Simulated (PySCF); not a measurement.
# C2H6Se (SeMe2): the cost of one run

Computed with PySCF 2.14.0 and routines of our own; the level stands in each step. Atoms count from 0.

## Step 1: The system as given

9 atoms, charge 0, multiplicity 1; geometry from: GFN2-xTB.

## Step 2: Relaxing the molecule at PBE0-D3(BJ)/def2-SVP

The job: settings as JSON, then the geometry in Å.

```
{"job": {"xc": "PBE0", "basis": "def2-SVP", "d3": "d3bj", "grid": 1, "maxiter": 30, "shake": 0.03, "kind": "geom"}, "charge": 0, "multiplicity": 1}
Se     0.061060    -0.077570    -1.289320
C      1.443240    -0.028560    -0.012530
H      1.335310    -0.925180     0.570100
H      1.488740     0.876110     0.612470
H      2.385560    -0.023280    -0.592280
C     -1.472100     0.029810    -0.013190
H     -1.370550     0.914850     0.594100
H     -1.340380    -0.850770     0.609940
H     -2.398150     0.015160    -0.504950
```

Command:

```sh
$ OMP_NUM_THREADS=1 python heavy_run.py task.json out
```

The driver reads the jobs from task.json and runs them one after another.

Q: Estimate the wall time and peak memory of this first job on 1 thread of Arm Neoverse V1, shared host.

About 12 s, with a peak of 0.34 GiB.
